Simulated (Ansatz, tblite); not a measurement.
# Al(AsH3)H3 (AlAsH₆): rung by rung

Aim: run the singlet of Al(AsH3)H3 (AlAsH₆) at one geometry on many levels, and compare frontier levels, spin and run time.

Computed with Ansatz 0.2.0, Gaussian basis. Level: as each input shows.

The runs, in order: GFN1-xTB, GFN2-xTB, PBE-D4/def2-TZVP, r2SCAN-D4/def2-TZVP, PBE-QIDH/def2-TZVP, HF/def2-TZVP, r2SCAN0-D4/def2-TZVP, revPBE-D4/def2-TZVP, LC-ωPBE/def2-TZVP, B3LYP-D4/def2-TZVP, BHLYP-D4/def2-TZVP, PBE-D4/def2-SVP, PBE0-D4/def2-SVP, CCSD(T)/def2-TZVPP, MP2/def2-TZVP, RPA/def2-TZVP.

## 1. The geometry

The singlet was relaxed beforehand with r2SCAN-D4/def2-TZVP.

8 atoms, charge 0, spin multiplicity 1.

Bond lengths: Al1–As2 2.616 Å, Al1–H6 1.595 Å, Al1–H7 1.596 Å, Al1–H8 1.596 Å, As2–H3 1.507 Å, As2–H4 1.507 Å, As2–H5 1.507 Å. Angles: As2–Al1–H6 96.7°, As2–Al1–H7 96.6°, As2–Al1–H8 96.7°, H6–Al1–H7 118.7°, H6–Al1–H8 118.7°, H7–Al1–H8 118.7°, Al1–As2–H3 120.0°, Al1–As2–H4 120.2°, Al1–As2–H5 120.1°, H3–As2–H4 97.0°, H3–As2–H5 97.0°, H4–As2–H5 97.0°.

PBE0-D4/def2-TZVP was run before; its log isn't repeated, and its numbers join the tables.

## 2. GFN1-xTB

Tight binding, by tblite at 300 K electronic temperature and without a spin-polarisation term:

```python
tblite.interface.Calculator('GFN1-xTB', numbers, positions, charge=0, uhf=0).singlepoint()
```

Energy -187.1614 eV, HOMO -11.68 eV, LUMO -6.06 eV; 0.012 s.

## 3. GFN2-xTB

Tight binding, by tblite at 300 K electronic temperature and without a spin-polarisation term:

```python
tblite.interface.Calculator('GFN2-xTB', numbers, positions, charge=0, uhf=0).singlepoint()
```

Energy -176.3887 eV, HOMO -10.88 eV, LUMO -5.98 eV; 0.007 s.

## 4. PBE-D4/def2-TZVP

start.molden holds the orbitals of an earlier run on this state, given as this run's starting guess.

Contents of in.yaml:

```yaml
crystal:
  periodic: [false, false, false]
  atoms:
    - {symbol: Al, position_ang: [-0.004478, 0.010505, -1.521968]}
    - {symbol: As, position_ang: [0.003582, -0.008741, 1.093666]}
    - {symbol: H, position_ang: [0.735698, 1.067198, 1.853458]}
    - {symbol: H, position_ang: [0.575564, -1.184921, 1.842200]}
    - {symbol: H, position_ang: [-1.294688, 0.079880, 1.853315]}
    - {symbol: H, position_ang: [1.578210, -0.054188, -1.713020]}
    - {symbol: H, position_ang: [-0.739786, 1.416327, -1.692280]}
    - {symbol: H, position_ang: [-0.854102, -1.326062, -1.715362]}
basis:
  gaussian: {orbitals: def2-TZVP, initial_orbitals: start.molden}
hamiltonian: {xc: pbe, dispersion: d4}
scf: {omitted_lower_state_checks: [starts]}
output: {forces: true, orbitals: {seedname: orbitals}}
```

Started as:

```
$ ansatz run in.yaml --threads 4 --pin off --events-out ev --progress --plain --max-ram 3916MiB
```

After this run come: r2SCAN-D4/def2-TZVP; PBE-QIDH/def2-TZVP; HF/def2-TZVP; r2SCAN0-D4/def2-TZVP; revPBE-D4/def2-TZVP; LC-ωPBE/def2-TZVP; B3LYP-D4/def2-TZVP; BHLYP-D4/def2-TZVP; PBE-D4/def2-SVP; PBE0-D4/def2-SVP; CCSD(T)/def2-TZVPP; MP2/def2-TZVP; RPA/def2-TZVP.

Q: Predict the results of all the runs planned. Wanted: gap in def2-TZVP, named functionals and Hartree-Fock, smallest and largest; correlation energy, CCSD(T)/def2-TZVPP; correlation energy, MP2/def2-TZVP; binding an atom, CCSD(T)/def2-TZVPP; PBE0 total energy, smallest basis above largest.

**Answer**, as computed:

```
                                                                  quantity                            value
gap in def2-TZVP, named functionals and Hartree-Fock, smallest and largest  5.52 eV (PBE-D4), 13.47 eV (HF)
                                    correlation energy, CCSD(T)/def2-TZVPP                        -11.99 eV
                                         correlation energy, MP2/def2-TZVP                        -10.05 eV
                                       binding an atom, CCSD(T)/def2-TZVPP                         2.381 eV
                           PBE0 total energy, smallest basis above largest    9.89 eV (def2-SVP, def2-TZVP)
```

**Reading.** Orbital gaps of the named functionals and Hartree-Fock in def2-TZVP span 5.52 eV (PBE-D4) to 13.47 eV (HF); exact exchange widens it. The functionals in def2-TZVP miss CCSD(T)/def2-TZVPP by -0.035 (revPBE-D4) to +0.058 eV (B3LYP-D4) an atom. CCSD(T)/def2-TZVPP isn't at the basis-set limit; small misses against it rank nothing.
